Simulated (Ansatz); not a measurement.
# TiB: the cost of one run

Method: DFT PBEsol, scalar-relativistic, plane waves, PAW, in Ansatz 0.2.0.

## 1. The starting structure

The structure is orthorhombic, space group Pnma (No. 62). The conventional cell has a = 6.059 Å, b = 3.033 Å, c = 4.527 Å, α = 90.00°, β = 90.00°, γ = 90.00°. Around Ti (site symmetry m) lie 7 B at 2.33 to 2.53 Å. B (site symmetry m) has 2 B at 1.80 Å and 7 Ti at 2.33 to 2.53 Å as nearest neighbours.

As a file:

```cif
data_structure
_symmetry_space_group_name_H-M 'P 1'
_symmetry_Int_Tables_number 1
_cell_length_a 6.0586
_cell_length_b 3.0330
_cell_length_c 4.5268
_cell_angle_alpha 90.000
_cell_angle_beta 90.000
_cell_angle_gamma 90.000
_cell_volume 83.18
loop_
_atom_site_label
_atom_site_type_symbol
_atom_site_fract_x
_atom_site_fract_y
_atom_site_fract_z
_atom_site_occupancy
Ti1 Ti 0.17739 0.25000 0.12201 1
Ti2 Ti 0.82261 0.75000 0.87799 1
Ti3 Ti 0.32261 0.75000 0.62201 1
Ti4 Ti 0.67739 0.25000 0.37799 1
B1 B 0.03019 0.25000 0.60008 1
B2 B 0.96981 0.75000 0.39992 1
B3 B 0.46981 0.75000 0.10008 1
B4 B 0.53019 0.25000 0.89992 1
```

It is the result of an earlier relaxation at this level (volume 10.40 Å³/atom; gap on the mesh: none (metal)).

## 2. Volume × 0.97

Input file input.yaml:

```yaml
crystal:
  lattice:
    - [5.9974319429, 0.0, 0.0]
    - [0.0, 3.0023567561, 0.0]
    - [0.0, 0.0, 4.48103209]
  atoms:
    - { symbol: Ti, position: [0.1773861336, 0.25, 0.1220126271] }
    - { symbol: Ti, position: [0.8226138664, 0.75, 0.8779873729] }
    - { symbol: Ti, position: [0.3226138664, 0.75, 0.6220126271] }
    - { symbol: Ti, position: [0.6773861336, 0.25, 0.3779873729] }
    - { symbol: B, position: [0.0301911764, 0.25, 0.6000783173] }
    - { symbol: B, position: [0.9698088236, 0.75, 0.3999216827] }
    - { symbol: B, position: [0.4698088236, 0.75, 0.1000783173] }
    - { symbol: B, position: [0.5301911764, 0.25, 0.8999216827] }
basis:
  ecutwfc: 420
kpoints:
  mp_grid: { grid: [6, 12, 8] }
hamiltonian:
  xc: pbesol
scf:
  occupations: { method: gaussian, width: 0.1 }
output:
  forces: true
  stress: true
  eigenvalues: true
relax:
  adjacent_minimum: "off"
  f_tol: 0.01
  max_steps: 30
  cell: { stress_tol: 0.1, fix: [volume] }
```

On the command line:

```console
$ ansatz run input.yaml --threads 2 --pin off --max-ram 5120MiB --backend cpu --events-out ev --progress --plain --runs-dir out
```

**Question.** How long does this run take on 2 threads of Arm Neoverse V2, shared host, and how much memory does it need?

About 60 s, with a peak of 0.6 GiB.
